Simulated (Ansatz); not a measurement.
# Pb: response to strain

Aim: deform Pb (equal xy, yz and zx engineering shear strains of +2 %) and compute stress, forces and field gradients with LAPW, PAW and all-electron datasets made for the crystal.

Program: Ansatz 0.2.0. Level of theory: DFT LDA, scalar-relativistic. These are calculated values, not measurements.

## (1) The starting structure

Symmetry: Fd-3m, No. 227, cubic system. Conventional cell: a = 6.878 Å, b = 6.878 Å, c = 6.878 Å, α = 90.00°, β = 90.00°, γ = 90.00°. Around Pb (site symmetry -43m) lie 4 Pb at 2.98 Å.

Structure file:

```
Pb
1.0
     0.00000    3.43900    3.43900
     3.43900    0.00000    3.43900
     3.43900    3.43900    0.00000
Pb
2
Direct
  0.00000 0.00000 0.00000
  0.25000 0.25000 0.25000
```

Atoms are numbered in the order of the input: Pb1, Pb2.

## (2) After the deformation

Space group Fd-3m before, R-3m after.

## (3) Full-potential LAPW

Input file input.yaml:

```yaml
crystal:
  lattice:
    - [0.0687800011, 3.4733900561, 3.4733900561]
    - [3.4733900561, 0.0687800011, 3.4733900561]
    - [3.4733900561, 3.4733900561, 0.0687800011]
  atoms:
    - { symbol: Pb, position: [0.0, 0.0, 0.0] }
    - { symbol: Pb, position: [0.25, 0.25, 0.25] }
kpoints:
  mp_grid: { grid: [8, 8, 8] }
  band_path:
    path:
      - [0.0, 0.0, 0.0]
      - [0.5, 0.5, 0.5]
      - [0.2451701269, 0.5, 0.7548298731]
      - [-0.2451701269, 0.2451701269, 0.5]
      - [0.0, 0.0, 0.5]
      - [0.0, 0.0, 0.0]
      - [-0.3725850634, 0.0, 0.3725850634]
      - [0.0, 0.3725850634, 0.6274149366]
      - [0.0, 0.5, 0.5]
    npoints: 5
scf:
  occupations: { method: fermi_dirac, width: 0.05 }
hamiltonian:
  xc: lda
  pseudopotentials: { kind: all_electron, lapw: { basis_error: 0.00025 } }
output:
  forces: true
  stress: true
  eigenvalues: true
```

Launch:

```bash
$ ansatz run input.yaml --threads 1 --pin off --max-ram 3072MiB --backend cpu --events-out ev --progress --plain --runs-dir out
```

## (4) Frozen-core PAW

Input file input.yaml:

```yaml
crystal:
  lattice:
    - [0.0687800011, 3.4733900561, 3.4733900561]
    - [3.4733900561, 0.0687800011, 3.4733900561]
    - [3.4733900561, 3.4733900561, 0.0687800011]
  atoms:
    - { symbol: Pb, position: [0.0, 0.0, 0.0] }
    - { symbol: Pb, position: [0.25, 0.25, 0.25] }
kpoints:
  mp_grid: { grid: [8, 8, 8] }
scf:
  occupations: { method: fermi_dirac, width: 0.05 }
hamiltonian:
  xc: lda
  pseudopotentials: { kind: paw }
output:
  forces: true
  stress: true
  eigenvalues: true
  efg: { contact_densities: true }
```

## (5) All-electron PAW on datasets made for the crystal

input.yaml: that of step 4 with these lines changed.

```diff
@@ -14,3 +14,3 @@
   xc: lda
-  pseudopotentials: { kind: paw }
+  pseudopotentials: { kind: all_electron, datasets: crystal }
 output:
```

(Steps that only read results are left out.)

What does the calculation give? Wanted: pressure; largest shear or deviatoric stress.

**Answer**, as computed:

| quantity | value |
| --- | --- |
| pressure | LAPW -0.68, PAW -0.69, crystal datasets -0.68 GPa |
| largest shear or deviatoric stress (LAPW) | 0.64 GPa |

In words: The largest part of the stress beyond the pressure is 0.64 GPa in size; the atoms are carried along and not relaxed. No run of the undeformed cell stands beside it, so the pressure holds what the given cell had before the change. PAW: stress within 0.01 GPa of LAPW, forces within 1 meV/Å. Crystal datasets: stress within 0.01 GPa of LAPW, forces within 1 meV/Å. Spin-orbit coupling is left out, though the cell holds Pb; in elements this heavy it can shift bands and gaps by tenths of an eV.
